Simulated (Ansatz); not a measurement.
Crystal: MnSb4.

```
Sb Mn
1.0
     3.08050    0.00000    0.00000
     0.00000    3.08050    0.00000
     0.00000    0.00000   14.99420
Sb Mn
4 1
Direct
  0.00000 0.00000 0.81968
  0.00000 0.00000 0.60055
  0.00000 0.00000 0.39945
  0.00000 0.00000 0.18032
  0.00000 0.00000 0.00000
```

The cell comes from a database or a generator and needn't be the stable form of this composition.

Base run:

| Item | Value |
| --- | --- |
| Program | Ansatz 0.2.0 |
| Functional | PBE |
| Potentials or basis | Ansatz PAW |
| Cutoff | 420 eV (not typed: the program's choice for these potentials) |
| k mesh | 7 × 7 × 2 |
| Occupations | fermi-dirac, width 0.05 eV |
| Spin | collinear spin, ferromagnetic start |
| Starting moments | [0.0, 0.0, 0.0, 0.0, 3.0] μB |
| Fixed moment | 3 μB |

Its results: pressure -0.8 GPa; site moments Sb -0.10, -0.07; Mn +3.53 μB; largest force 0.180 eV/Å.

After a change of settings the same cell gave: pressure -1.3 GPa; site moments Sb -0.15; Mn +3.08 μB; largest force 0.366 eV/Å. Which change was it?
A. fixed moment from 3 μB to 5 μB; moments at the start from [0.0, 0.0, 0.0, 0.0, 3.0] to [0.0, 0.0, 0.0, 0.0, 5.0]
B. fixed moment from 3 μB to 8 μB; moments at the start from [0.0, 0.0, 0.0, 0.0, 3.0] to [0.0, 0.0, 0.0, 0.0, 8.0]
C. fixed moment from 3 μB to 4 μB; moments at the start from [0.0, 0.0, 0.0, 0.0, 3.0] to [0.0, 0.0, 0.0, 0.0, 4.0]
D. fixed moment from 3 μB to 2 μB; moments at the start from [0.0, 0.0, 0.0, 0.0, 3.0] to [0.0, 0.0, 0.0, 0.0, 2.0]

D.

Caveats: the total moment is fixed, so each spin has its own Fermi level; a cell with one magnetic atom can't hold antiferromagnetic order, which such compounds often take; the thresholds are loose for stress.
